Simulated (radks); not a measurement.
# Valence configurations of Cd³⁺

An exercise on one series of results from a longer session: the logs are not shown, and one member is left open.

Program: radks (a radial shooting solver on a logarithmic mesh, Libxc functionals) version 1. Level of theory: Dirac Kohn-Sham, PBE, spin-unpolarised, spherical densities, point nucleus; open shells fill j = l - 1/2 first. These are calculated values, not measurements, unless marked.

### Starting point

```
element       : cadmium (Z = 48)
charge        : +3
electrons     : 45
configuration : [Kr] 4d9
others tried  : 4d7 5p2; 4d7 5s1 5p1; 4d8.5 5p0.5; 4d8 5s1; 4d8 5p1; 4d8.5 5s0.5; 4d7 5s2; 4d6 5s1 5p2; 4d6.5 5p2.5
```

Set-up of the first run:

The run's settings:

```text
Z 48
configuration [Kr] 4d9
relativity Dirac
functional pbe,pbe
spin unpolarised
j_filling energy
nucleus point
c 137.035999084
```

Command:

```console
$ python run_ks.py task.json out
```

This one command runs every case of the session in turn.

Among the steps run: [Kr] 4d9.

One table of the session follows, with a row left open; its other results are not shown here.

It belongs to the step «[Kr] 4d9». Radial moments (bohr):

| level | <r> | outermost maximum (interpolated) | 90 % within | nodes |
| --- | --- | --- | --- | --- |
| 3p3/2 | 0.3604 | 0.320 | 0.542 | 1 |
| 3d3/2 | 0.3326 | 0.264 | 0.526 | 0 |
| 3d5/2 | 0.3361 | 0.267 | 0.531 | 0 |
| 4s1/2 | 0.8759 | 0.795 | 1.27 | 3 |
| 4p1/2 | 0.9324 | 0.828 | 1.37 | 2 |
| 4p3/2 | 0.9619 | 0.852 | 1.42 | 2 |
| 4d3/2 | 1.190 | 0.963 | 1.85 | 1 |
| 4d5/2 | ? | ? | ? | ? |

Q: Estimate the row for 4d5/2 from the others.

The run gave: <r>: 1.203; outermost maximum (interpolated): 0.973; 90 % within: 1.87; nodes: 1. In the column «<r>» it is the highest.
